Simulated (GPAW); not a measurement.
# WS (I4/mmm) in GPAW: a series of runs

The runs below take WS through single point, with r2SCAN, r2SCAN+U.

Program: GPAW 26.7.0. These are calculated values, not measurements. Logs are shortened: lines on timing, memory, paths and dates and some standing lists are left out, and cuts for length are marked. The log counts tension as positive stress, the text compression.

## (1) The structure

Symmetry: I4/mmm, No. 139, tetragonal system. The conventional cell has a = 4.313 Å, b = 4.313 Å, c = 4.949 Å, α = 90.00°, β = 90.00°, γ = 90.00°. W (site symmetry 4/mmm) has 2 S at 2.47 Å as nearest neighbours. S (site symmetry 4/mmm) has 2 W at 2.47 Å as nearest neighbours.

The cell was built by a generator and needn't be a form met in nature.

## (2) Single point, r2SCAN

Input file run.py:

```python
from ase import Atoms
from ase.dft.bandgap import bandgap
from ase.io import write
from ase.units import GPa
from gpaw import GPAW, PW

atoms = Atoms(['W', 'S'],
              cell=[[-2.15646527, 2.15646527, 2.47472653],
                    [2.15646527, -2.15646527, 2.47472653],
                    [2.15646527, 2.15646527, -2.47472653]],
              scaled_positions=[[0.5, 0.5, 0.0],
                                [0.0, 0.0, 0.0]],
              pbc=True)

calc = GPAW(mode=PW(600),
            xc='MGGA_X_R2SCAN+MGGA_C_R2SCAN',
            kpts={'size': (8, 8, 8), 'gamma': True},
            occupations={'name': 'fermi-dirac', 'width': 0.05},
            nbands=20,
            convergence={'density': 1e-05, 'energy': 1e-05},
            maxiter=150,
            txt='gpaw.txt')
atoms.calc = calc
energy = atoms.get_potential_energy()
forces = atoms.get_forces()
stress = atoms.get_stress()
calc.write('gs.gpw')
write('result.traj', atoms)
print(f'Energy: {energy:.6f} eV')
print('Forces (eV/A):')
print(forces.round(4))
print('Stress (GPa):', (stress / GPa).round(3))
print('Fermi level:', round(calc.get_fermi_level(), 4), 'eV')
print(f'Gap: {bandgap(calc)[0]:.4f} eV, direct: {bandgap(calc, direct=True)[0]:.4f} eV')
```

Potentials or basis: GPAW PAW data sets (gpaw-data 1.2.1), pw.

Started as:

```bash
$ OMP_NUM_THREADS=1 python run.py
```

gpaw.txt:

```text
__  _  _
 | _ |_)|_||  |
 |__||  | ||/\| - 26.7.0

Input parameters:
  mode=PW(ecut=600.0),
  convergence={'density': 1e-05, 'energy': 1e-05},
  kpts=MonkhorstPack(size=(8, 8, 8), gamma=True),
  maxiter=150,
  nbands=20,
  occupations=Occupations(name='fermi-dirac', width=0.05),
  xc=XC(name='MGGA_X_R2SCAN+MGGA_C_R2SCAN')

Diagonalizing LCAO Hamiltonian
Converting LCAO to pw mode

       W

       S

Atoms  # Å, Bohr magnetons
|   | symbol |        x |        y |        z |    initial magnetic moments |
|---|--------|----------|----------|----------|-----------------------------|
| 0 |      W | 0.000000 | 0.000000 | 2.474727 | ( 0.0000,  0.0000,  0.0000) |
| 1 |      S | 0.000000 | 0.000000 | 0.000000 | ( 0.0000,  0.0000,  0.0000) |

Unit cell  # Å
| periodic |         x |         y |         z |  lengths |     angles |
|----------|-----------|-----------|-----------|----------|------------|
|      yes | -2.156465 |  2.156465 |  2.474727 | 3.927462 | 113.393049 |
|      yes |  2.156465 | -2.156465 |  2.474727 | 3.927462 | 113.393049 |
|      yes |  2.156465 |  2.156465 | -2.474727 | 3.927462 | 101.883765 |

Number of symmetries: 16
Symmetry operations  # r_c * U_cc + t_c -> r_c
|    | kind |            matrix            |
|----|------|------------------------------|
|  0 |  σ   |  1, 1, 1,  0, 0,-1,  0,-1, 0 |
|  1 |  C4  |  1, 1, 1,  0, 0,-1, -1, 0, 0 |
|  2 |  E   |  1, 0, 0,  0, 1, 0,  0, 0, 1 |
|  3 |  σ   |  1, 0, 0,  0, 1, 0, -1,-1,-1 |
|  4 |  σ   |  0, 1, 0,  1, 0, 0,  0, 0, 1 |
|  5 |  C2  |  0, 1, 0,  1, 0, 0, -1,-1,-1 |
|  6 |  C2  |  0, 0, 1, -1,-1,-1,  1, 0, 0 |
|  7 |  S4  |  0, 0, 1, -1,-1,-1,  0, 1, 0 |
|  8 |  C4  |  0, 0,-1,  1, 1, 1,  0,-1, 0 |
|  9 |  σ   |  0, 0,-1,  1, 1, 1, -1, 0, 0 |
| 10 |  σ   |  0,-1, 0, -1, 0, 0,  1, 1, 1 |
| 11 |  C2  |  0,-1, 0, -1, 0, 0,  0, 0,-1 |
| 12 |  C2  | -1, 0, 0,  0,-1, 0,  1, 1, 1 |
| 13 |  i   | -1, 0, 0,  0,-1, 0,  0, 0,-1 |
| 14 |  S4  | -1,-1,-1,  0, 0, 1,  1, 0, 0 |
| 15 |  C2  | -1,-1,-1,  0, 0, 1,  0, 1, 0 |

BZ-sampling:
  Number of BZ points: 512
  Number of IBZ points: 59

  Monkhorst-Pack size: [8, 8, 8]
  Monkhorst-Pack shift: [0.0625, 0.0625, 0.0625]

K-points  # in reciprocal-cell coordinates
|     |                                coordinates |     weight |
|-----|--------------------------------------------|------------|
|   0 | (  0.00000000,   0.00000000,   0.00000000) | 0.00195312 |
|   1 | (  0.12500000,  -0.12500000,   0.00000000) | 0.00781250 |
|   2 | (  0.12500000,  -0.12500000,   0.12500000) | 0.00781250 |
|   3 | (  0.12500000,   0.00000000,   0.00000000) | 0.01562500 |
|   4 | (  0.12500000,   0.12500000,  -0.12500000) | 0.00390625 |
|   5 | (  0.25000000,  -0.25000000,   0.00000000) | 0.00781250 |
|   6 | (  0.25000000,  -0.25000000,   0.12500000) | 0.01562500 |
|   7 | (  0.25000000,  -0.25000000,   0.25000000) | 0.00781250 |
|   8 | (  0.25000000,  -0.12500000,   0.00000000) | 0.03125000 |
|   9 | (  0.25000000,  -0.12500000,   0.12500000) | 0.01562500 |
| ... |                                            |            |
|  58 | (  0.50000000,   0.50000000,   0.50000000) | 0.00195312 |

Plane wave coefficients: 1554
Cutoff: 600.0 eV

Spin-components: 1 (collinear spins)
Bands:           20
Projectors:      11
Spin-degeneracy: 2
Datatype:        complex128

Parallelization:
  kpt:    1
  domain: 1
  band:   1

Density:
  Valence electrons: 20.0
  Components: 1
  Grid points: [24 24 24]
  Charge: 0.0  # |e|

Potential:
  Grid points: [24 24 24]

species:
  W:
    name:    Tungsten
    Z:       74.0
    valence: 14
    core:    60
    charge:  0.0  # [|e|]
    compensation charges:
      type: gauss
      rc: 0.40  # [Å]
      lmax: 2
    cutoffs:
      filter: 2.36  # [Å]
      core: 3.02  # [Å]
    projectors
    | kind |    occ | energy [eV] | rcut [Å] |
    |------|--------|-------------|----------|
    |   5s |  2.000 |     -78.830 |    1.344 |
    |   6s |  2.000 |      -5.697 |    1.344 |
    |   5p |  6.000 |     -43.233 |    1.355 |
    |   6p |  0.000 |      -1.367 |    1.355 |
    |   5d |  4.000 |      -4.494 |    1.228 |
    |    d |        |      22.717 |    1.228 |

    Using partial waves for W as LCAO basis

  S:
    name:    Sulfur
    Z:       16.0
    valence: 6
    core:    10
    charge:  0.0  # [|e|]
    compensation charges:
      type: gauss
      rc: 0.24  # [Å]
      lmax: 2
    cutoffs:
      filter: 1.77  # [Å]
      core: 1.66  # [Å]
    projectors
    | kind |    occ | energy [eV] | rcut [Å] |
    |------|--------|-------------|----------|
    |   3s |  2.000 |     -17.254 |    0.974 |
    |   3p |  4.000 |      -7.008 |    0.979 |
    |    s |        |       9.957 |    0.974 |
    |    p |        |      20.203 |    0.979 |
    |    d |        |       0.000 |    0.900 |

    Using partial waves for S as LCAO basis

Reference energy: -449629.291553  # eV

eigensolver:
  PPCG
  Converge bands: occupied
  niter=2

density mixing:
  MSR1-Mixer
  Pratt-step length: 0.05
  Maximum mixing coefficient: 0.75
  Old densities: 10
  SVD Regularization: 0.005
  Good broyden scale: 1.0
  Trust region scale: 1.0
  Backstep threshold: 4.0
  History deletion threshold: 6.0
  Fourier metric: weight=20.0, sigma=0.015

occupation numbers:
  Fermi-Dirac:
    width: 0.0500  # eV

poisson solver:
  ecut: 4800.0  # eV

xc functional:
  name: MGGA_X_R2SCAN+MGGA_C_R2SCAN with 2 nearest neighbor stencil

convergence criteria:
- Maximum integral of absolute [dens]ity change: 1e-05 electrons / valence electron
- Maximum [total energy] change in last 3 cyles: 1e-05 eV / valence electron
- Maximum integral of absolute [eigenst]ate change: 4e-08 eV^2 / valence electron
maximum number of iterations: 150

SCF iterations
|iter     | |      energy | eigst |  dens |
|---------|-|-------------|-------|-------|
|iter:   1| |  -34.153075 | +0.06 |       |
|iter:   2| |  -29.492098 | -1.56 | -1.32 |
|iter:   3| |  -29.507431 | -2.65 | -1.42 |
|iter:   4| |  -29.553033 | -2.61 | -1.55 |
|iter:   5| |  -29.578151 | -2.70 | -1.77 |
|iter:   6| |  -29.582440 | -3.61 | -2.27 |
|iter:   7| |  -29.583867 | -4.13 | -2.47 |
|iter:   8| |  -29.584135 | -4.53 | -2.72 |
|iter:   9| |  -29.584160 | -5.40 | -3.10 |
|iter:  10| |  -29.584160c| -6.27 | -3.41 |
|iter:  11| |  -29.584161c| -6.61 | -3.68 |
|iter:  12| |  -29.584161c| -7.37 | -4.21 |
|iter:  13| |  -29.584161c| -8.14c| -5.12c|

Converged in 13 steps
Energy contributions relative to reference atoms: (reference = -449629.291553)

Energy contributions:
  Kinetic:         -18.928458
  Coulomb:          15.801427
  Zero:             -0.149622
  External:          0.000000
  Xc:              -26.287926
  Entropy:          -0.039163
  Spinorbit:         0.000000
  ----------------------------
  Free energy:     -29.603743
  Extrapolated:    -29.584161

dipole moment: (-14.846936, -14.846936, 1.198274)  # |e|*Ang

Fermi level: 7.294
Eigenvalues  # (at kpt = [0.000, 0.000, 0.000])
| band index |      eig [eV] | occ [0-2] |
|------------|---------------|-----------|
|          0 |       -69.278 |     2.000 |
|        ... |               |           |
|          5 |         3.790 |     2.000 |
|          6 |         4.339 |     2.000 |
|          7 |         4.339 |     2.000 |
|          8 |         5.365 |     2.000 |
|          9 |         5.622 |     2.000 |
|         10 |         5.622 |     2.000 |
|         11 |         6.353 |     2.000 |
|         12 |         6.837 |     2.000 |
|         13 |         8.646 |     0.000 |
|         14 |        16.879 |     0.000 |
|         15 |        17.458 |     0.000 |
|         16 |        18.504 |     0.000 |
|         17 |        18.504 |     0.000 |
|         18 |        18.907 |     0.000 |
|         19 |        18.907 |     0.000 |

No gap
No difference between direct/indirect transitions

Forces  # eV/Ang
|       x |        y |        z |
|---------|----------|----------|
| 0.00000 | -0.00000 |  0.00000 |  # W    0
| 0.00000 |  0.00000 | -0.00000 |  # S    1

Stress tensor  # eV/Ang^3
|         x |        y |         z |
|-----------|----------|-----------|
|  0.138988 | 0.000000 | -0.000000 |
|  0.000000 | 0.138988 |  0.000000 |
| -0.000000 | 0.000000 |  0.193253 |

# Writing to gs.gpw (mode='')
```

Wall time 2 min (1 thread of Arm Neoverse V2, shared host); peak memory 0.32 GiB.

Results:

| Item | Value |
| --- | --- |
| Free energy | -29.6037 eV |
| Pressure | -25.2 GPa |
| Band gap on the k mesh | none (metal or under the smearing width) |

Levels at points of the mesh, in eV from the Fermi level:
| k point | band 7 | band 8 | band 9 | band 10 | band 11 | band 12 | band 13 | band 14 |
| --- | --- | --- | --- | --- | --- | --- | --- | --- |
| (0.00, 0.00, 0.00) | -2.95 | -2.95 | -1.93 | -1.67 | -1.67 | -0.94 | -0.46 | 1.35 |
| (0.50, 0.00, 0.50) | -5.39 | -4.92 | -0.13 | 0.59 | 0.66 | 2.35 | 2.39 | 2.89 |
| (0.50, 0.50, 0.00) | -4.31 | -3.35 | -2.43 | -0.84 | 0.19 | 0.48 | 0.86 | 1.51 |
| (0.50, 0.50, 0.50) | -4.43 | -4.43 | -2.26 | 0.27 | 0.27 | 0.43 | 0.43 | 1.32 |

Caveat: the PAW data sets were made with another functional, which shifts forces and pressure a little. The run has no spin-orbit coupling, so splittings on W are missing.

## (3) Single point, r2SCAN+U

run.py, as its differences from that of step 2:

```diff
@@ -18,2 +18,3 @@
             occupations={'name': 'fermi-dirac', 'width': 0.05},
+            setups={'W': ':d,1.0'},
             nbands=20,
```

Potentials or basis: GPAW PAW data sets (gpaw-data 1.2.1), pw.

Started as:

```bash
$ OMP_NUM_THREADS=1 python run.py
```

Wall time 2.6 min (1 thread of Arm Neoverse V2, shared host); peak memory 0.32 GiB.

It converged, with:

- Free energy: -28.6065 eV
- Pressure: -22.1 GPa
- Band gap on the k mesh: none (metal or under the smearing width)

Stress tensor (GPa, compression positive):
```
-19.12   0.00   0.00
  0.00 -19.12   0.00
  0.00   0.00 -28.10
```

Levels at points of the mesh, in eV from the Fermi level:
| k point | band 6 | band 7 | band 8 | band 9 | band 10 | band 11 | band 12 | band 13 | band 14 | band 15 |
| --- | --- | --- | --- | --- | --- | --- | --- | --- | --- | --- |
| (0.00, 0.00, 0.00) | -3.55 | -2.90 | -2.90 | -1.77 | -1.50 | -1.50 | -0.81 | -0.26 | 1.41 | 9.63 |
| (0.50, 0.00, 0.50) | -7.42 | -5.33 | -4.75 | -0.48 | 0.86 | 0.95 | 2.43 | 2.96 | 3.02 | 4.71 |
| (0.50, 0.50, 0.00) | -5.62 | -4.35 | -3.28 | -2.28 | -0.53 | -0.22 | 0.69 | 1.23 | 1.86 | 7.45 |
| (0.50, 0.50, 0.50) | -5.44 | -4.37 | -4.37 | -2.50 | 0.47 | 0.47 | 0.53 | 1.24 | 1.47 | 7.94 |

Caveat: the PAW data sets were made with another functional, which shifts forces and pressure a little; U without spin polarisation on a metal has little footing.

(Part 1 of 2 ends here.)
